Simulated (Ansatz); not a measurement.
# SnClF: the cost of one run

Program: Ansatz 0.2.0. Level of theory: DFT PBEsol, scalar-relativistic, plane waves, PAW. These are calculated values, not measurements.

2 further runs of the same task are left out: 1 that didn't finish, 1 set aside as unsound or not needed.

**1. The system as given**

Symmetry: P4/nmm, No. 129, tetragonal system. Conventional cell: a = 3.971 Å, b = 3.971 Å, c = 7.242 Å, α = 90.00°, β = 90.00°, γ = 90.00°. Around Sn (site symmetry 4mm) lie 4 F at 2.48 Å and 5 Cl at 3.00 to 3.24 Å. Cl (site symmetry 4mm) has 5 Sn at 3.00 to 3.24 Å as nearest neighbours. F (site symmetry -4m2) is surrounded by 4 Sn at 2.48 Å.

Coordinates:

```cif
data_structure
_symmetry_space_group_name_H-M 'P4/nmm:1'
_symmetry_Int_Tables_number 129
_cell_length_a 3.9713
_cell_length_b 3.9713
_cell_length_c 7.2420
_cell_angle_alpha 90.000
_cell_angle_beta 90.000
_cell_angle_gamma 90.000
_cell_volume 114.21
loop_
_atom_site_label
_atom_site_type_symbol
_atom_site_symmetry_multiplicity
_atom_site_Wyckoff_symbol
_atom_site_fract_x
_atom_site_fract_y
_atom_site_fract_z
_atom_site_occupancy
Sn1 Sn 2 c 0.00000 0.50000 0.79594 1
Cl1 Cl 2 c 0.50000 0.00000 0.65124 1
F1 F 2 a 0.50000 0.50000 0.00000 1
```

It goes back to an entry of the Materials Project, which need not be the stable form.

This cell was relaxed beforehand with the same method: volume 19.04 Å³/atom, gap on the mesh 2.30 eV.

**2. The reference: the undisturbed cell on the scan's mesh**

input.yaml

```yaml
crystal:
  lattice:
    - [3.9712586655, 0.0, 0.0]
    - [0.0, 3.9712586655, 0.0]
    - [0.0, 0.0, 7.2420017858]
  atoms:
    - { symbol: Sn, position: [0.0, 0.5, 0.7959391445] }
    - { symbol: Sn, position: [0.5, 0.0, 0.2040608555] }
    - { symbol: Cl, position: [0.5, 0.0, 0.6512405411] }
    - { symbol: Cl, position: [0.0, 0.5, 0.3487594589] }
    - { symbol: F, position: [0.5, 0.5, 0.0] }
    - { symbol: F, position: [0.0, 0.0, 0.0] }
basis:
  ecutwfc: 420
kpoints:
  mp_grid: { grid: [8, 8, 4] }
hamiltonian:
  xc: pbesol
scf:
  occupations: { method: gaussian, width: 0.05 }
output:
  forces: true
  stress: true
  eigenvalues: true
```

Command:

```sh
$ ansatz run input.yaml --threads 1 --pin off --max-ram 2560MiB --backend cpu --events-out ev --progress --plain --runs-dir out
```

**Question.** How long does this run take on 1 thread of Intel Xeon at 2.50GHz (Skylake/Cascade Lake), shared host, and how much memory does it need?

About 26 s, with a peak of 0.45 GiB.
